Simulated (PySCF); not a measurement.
**A diatomic session: PbBr**

What are the lowest state that PBE0 finds, the bond length, vibrational wavenumber and bond energy of PbBr, and how much do these hang on the method?

The runs use PySCF 2.14.0; Pb def2-SVP with ECP60, Br def2-SVP, scalar-relativistic core potentials.

**1. Set-up**

Settings of the job:

```json
{
  "atoms": "Pb, Br",
  "charge": "0",
  "basis": "Pb def2-SVP with ECP60, Br def2-SVP",
  "Hamiltonian": "scalar-relativistic core potentials",
  "basis functions": "58",
  "electrons treated": "57",
  "masses in u": "207.9766, 78.9183",
  "levels": "PBE0, PBE, r²SCAN, B2PLYP, MN15, B3LYP, HF, MP2, SCS-MP2, CCSD, CCSD(T)",
  "grid": "80 radial by 434 angular points",
  "occupations": "held fixed by the projection of orbital angular momentum",
  "dissociation limit": "Pb + Br, each in its ground configuration",
  "starting distance in angstrom": "2.510",
  "values of 2S to try": "1, 3"
}
```

The run is started by

```sh
OMP_NUM_THREADS=1 python dia.py task.json out
```

The runs that follow: The PBE0 curve of the state that the search chose; Excited determinants; PBE (GGA); r²SCAN; B2PLYP; MN15 (hybrid meta-GGA); B3LYP (global hybrid GGA); UHF; Correlated methods on the Hartree–Fock reference.

What does the calculation give? Wanted: for each run, Re; ωe; De; μ.

As calculated:

Lowest PBE0 solution found, without spin–orbit coupling: ²Π (doublet), unpaired electrons π ↑. The other levels ran on it alone.

| level | Re (Å) | ωe (cm⁻¹) | De (eV) | μ (D) |
| --- | --- | --- | --- | --- |
| UHF | 2.667 | 206.9 | 2.09 | -4.53 |
| UHF-MP2 | 2.637 | 217.9 | 3.05 | n/a |
| UHF-SCS-MP2 | 2.649 | 214.2 | 2.95 | n/a |
| UHF-CCSD | 2.650 | 213.4 | 2.85 | n/a |
| UHF-CCSD(T) | 2.652 | 213.0 | 2.94 | n/a |
| PBE | 2.651 | 208.2 | 3.57 | -3.19 |
| r²SCAN | 2.638 | 213.6 | 3.46 | -3.47 |
| B3LYP | 2.657 | 208.0 | 3.34 | -3.48 |
| PBE0 | 2.632 | 214.8 | 3.38 | -3.57 |
| MN15 | 2.619 | 218.0 | 3.29 | -3.54 |
| B2PLYP | 2.647 | 212.2 | 3.24 | -3.91 |

De is counted to Pb + Br in their ground configurations. A positive dipole means Pb(−)Br(+).

Differences from CCSD(T) in the same basis:

| level | Re (mÅ) | ωe (%) |
| --- | --- | --- |
| UHF | +15 | -2.9 |
| UHF-MP2 | -14 | +2.3 |
| UHF-SCS-MP2 | -3 | +0.6 |
| UHF-CCSD | -1 | +0.2 |
| PBE | 0 | -2.3 |
| r²SCAN | -14 | +0.3 |
| B3LYP | +5 | -2.4 |
| PBE0 | -20 | +0.9 |
| MN15 | -32 | +2.3 |
| B2PLYP | -4 | -0.4 |

What this shows: Judged by CCSD(T) in the same basis: best bond length PBE (0 mÅ), worst MN15 (-32 mÅ); best wavenumber UHF-CCSD (+0.2 %), worst UHF (-2.9 %). CCSD(T) in a basis this small is itself some way from its limit, more so than the functionals. Of the levels with a De here, UHF gives the least (2.09 eV) and PBE the most (3.57 eV).

Correlated steps freeze 13 core orbitals. These are scalar-relativistic numbers at best; spin–orbit coupling would shift them, the dissociation energy most. B2PLYP dipoles, levels and charges come from its SCF part alone. With spin–orbit coupling the term label itself may not hold.
